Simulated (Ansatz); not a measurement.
# SiBH₃BrF: small, medium and large basis sets

How large a basis does SiBH₃BrF need? Two functionals are run in growing sets.

Method: one geometry, several basis sets; program: Ansatz 0.2.0, Gaussian basis.

Plan: PBE0-D4/def2-SVP; ωB97M-V/def2-SVP; PBE0-D4/def2-QZVPP; ωB97M-V/def2-QZVPP; the functionals' def2-TZVPP values are taken from earlier runs.

## Step 1: The relaxed structure

An earlier PBE0-D4 in a triple-zeta def2 set relaxation fixed the geometry.

SMILES `B[SiH](F)Br`, 7 atoms, charge 0, spin multiplicity 1.

Atoms are counted from 1 here; the program's logs count them from 0.

Bond lengths: B1–Si2 1.951 Å, B1–H5 1.193 Å, B1–H6 1.192 Å, Si2–F3 1.591 Å, Si2–Br4 2.266 Å, Si2–H7 1.478 Å. Angles: Si2–B1–H5 118.9°, Si2–B1–H6 119.4°, H5–B1–H6 121.3°, B1–Si2–F3 121.0°, B1–Si2–Br4 77.7°, B1–Si2–H7 126.8°, F3–Si2–Br4 110.1°, F3–Si2–H7 106.6°, Br4–Si2–H7 108.3°.

## Step 2: PBE0-D4 in def2-SVP

The input, in.yaml:

```yaml
crystal:
  periodic: [false, false, false]
  atoms:
    - {symbol: B, position_ang: [-0.191983, 0.793005, 0.791053]}
    - {symbol: Si, position_ang: [0.484821, -0.343885, -0.642668]}
    - {symbol: F, position_ang: [0.277733, 0.053488, -2.169580]}
    - {symbol: Br, position_ang: [-1.300794, -1.521816, 0.104998]}
    - {symbol: H, position_ang: [0.170005, 0.587708, 1.908654]}
    - {symbol: H, position_ang: [-1.052326, 1.583190, 0.554062]}
    - {symbol: H, position_ang: [1.673844, -1.219790, -0.592217]}
basis:
  gaussian: {orbitals: def2-SVP}
hamiltonian: {xc: pbe0, dispersion: d4}
output: {orbitals: {seedname: orbitals}}
```

Command:

```
ansatz run in.yaml --threads 2 --pin off --events-out ev --progress --plain --max-ram 4352MiB
```

After this run come: ωB97M-V in def2-SVP; PBE0-D4 in def2-QZVPP; ωB97M-V in def2-QZVPP.

Before running them: what should the planned runs give, taken together? Wanted: PBE0-D4: double and triple zeta above quadruple; ωB97M-V: double and triple zeta above quadruple.

**Answer**, as computed:

| quantity | value |
| --- | --- |
| PBE0-D4: double and triple zeta above quadruple | 17.58, 1.90 eV |
| ωB97M-V: double and triple zeta above quadruple | 17.59, 1.81 eV |

For PBE0-D4 the step from double to triple zeta gains 15.68 eV and the next only 1.90 eV. These are total energies; as a rule much of such shifts cancels in differences, which this series doesn't test.
